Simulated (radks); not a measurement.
**F⁺ in [He] 2s2 2p4: an all-electron calculation**

One table from this session's results is given with a row withheld; the runs are named, their logs left out.

The numbers are computed with radks (a radial shooting solver on a logarithmic mesh, Libxc functionals) version 1 (Dirac Kohn-Sham, PBE, spin-unpolarised, spherical densities, finite nucleus; open shells are shared between the two j in proportion to 2j + 1), except any that are marked as measured or tabulated.

**Starting point**

- element: fluorine (Z = 9)
- charge: +1
- electrons: 8
- configuration: [He] 2s2 2p4
- nuclear rms radius: 2.8976 fm

The outer shells:

F⁺
```
[He] core
2s [↑↓]
2p [↑↓][↑ ][↑ ]
```

Set-up of the first run:

Settings of this run:

```text
Z 9
configuration [He] 2s2 2p4 3s0 3p0
relativity Dirac
functional pbe,pbe
spin unpolarised
j_filling average
nucleus finite rms 2.8976 fm
c 137.035999084
```

One table of the session follows, with a row left open; its other results are not shown here.

It belongs to the step «Orbitals and density». Sizes of the orbitals, from the radial functions (bohr):

| level | <r> | outermost maximum (interpolated) | 90 % within |
| --- | --- | --- | --- |
| 1s1/2 | 0.1763 | 0.114 | 0.316 |
| 2s1/2 | ? | ? | ? |
| 2p1/2 | 0.9821 | 0.681 | 1.68 |
| 2p3/2 | 0.9838 | 0.682 | 1.68 |

**Question.** Estimate the row for 2s1/2.

**Answer.** <r>: 0.9614; outermost maximum (interpolated): 0.752; 90 % within: 1.53. In the column «<r>» it lies between 1s1/2 (0.1763) and 2p1/2 (0.9821).

To keep in mind: Spin polarisation and multiplet splitting are left out.
